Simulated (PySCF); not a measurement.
**[YbH4]−: other functionals and bases at one geometry**

An exercise on one series of results from a longer session: the logs are not shown, and one member is left open.

The runs use PySCF 2.14.0; several levels, as the steps say, no spin–orbit coupling.

1 further run of the same task is left out (for a known fault of the program).

## The system as given

5 atoms, charge -1, spin multiplicity 1.

Bond lengths: Yb1–H2 2.045 Å, Yb1–H3 2.045 Å, Yb1–H4 2.045 Å, Yb1–H5 2.045 Å. Angles: H2–Yb1–H3 109.5°, H2–Yb1–H4 109.5°, H2–Yb1–H5 109.5°, H3–Yb1–H4 109.5°, H3–Yb1–H5 109.5°, H4–Yb1–H5 109.5°.

Coordinates:

```
Yb    0.00000    0.00000    0.00000
H     1.18078    1.18078    1.18078
H    -1.18078   -1.18078    1.18078
H     1.18078   -1.18078   -1.18078
H    -1.18078    1.18078   -1.18078
```

Formal oxidation states: Yb +3. Each metal's 13 4f electrons lie in its core potential, so multiplicities, spins and levels count the valence alone. An earlier session relaxed this geometry at PBE0, Yb lcecp-1-SVP with ECP59, H def2-SVP (singlet, point group Td).

At PBE0 on the finer grid: E = -41.759078 Eh, HOMO -2.08 eV, LUMO 4.32 eV, Mulliken charge on Yb1 +0.20 e, largest force component 0.002 eV/Å. 

Levels to run: BLYP; revPBE; PBE0, TZVP. Hardware: 2 threads of Intel Xeon Platinum 8488C (Sapphire Rapids), shared host.

The first run:

run.py (the lines that set the calculation)

```python
mol = gto.M(atom='''
Yb     0.00000     0.00000     0.00000
H      1.18078     1.18078     1.18078
H     -1.18078    -1.18078     1.18078
H      1.18078    -1.18078    -1.18078
H     -1.18078     1.18078    -1.18078''',
    basis={'Yb': 'lcecp-1-SVP', 'H': 'def2-SVP'},
    ecp={'Yb': 'lcecp-1-SVP'},
    charge=-1, spin=0)
mf = dft.RKS(mol, xc='BLYP')
mf.grids.atom_grid = (75, 302)  # f atoms: unpruned, at least (60, 302)
mf = mf.density_fit()  # fitting sets: Yb AutoAux, H def2-universal-JKFIT
mf.conv_tol = 1e-08; mf.max_cycle = 55
mf.kernel(dm0)  # dm0: the density of the relaxed state
```

On the command line:

```bash
$ OMP_NUM_THREADS=2 python run.py
```

Steps of the session up to this table: BLYP; revPBE; PBE0, TZVP.

One table of the session follows, with a row left open; its other results are not shown here.

```
              level  HOMO (eV)  gap (eV)  charge on Yb1 (e)
PBE0 (relaxed here)      -2.08      6.40               0.20
               BLYP      -0.73      4.34              -0.06
             revPBE          ?         ?                  ?
         PBE0, TZVP      -2.15      6.43               0.53
```

Estimate the missing values for revPBE.

**Answer.** HOMO (eV): -0.81; gap (eV): 4.43; charge on Yb1 (e): 0.05. In the column «HOMO (eV)» it lies between PBE0 (relaxed here) (-2.08) and BLYP (-0.73).

In one basis the HOMO–LUMO gap runs from 4.34 eV (BLYP) to 6.40 eV (PBE0). With 4f in the core, its levels are missing from HOMO and gap, and its count is fixed, so no charge can pass from the ligands into it. Total energies of different levels can't be compared.
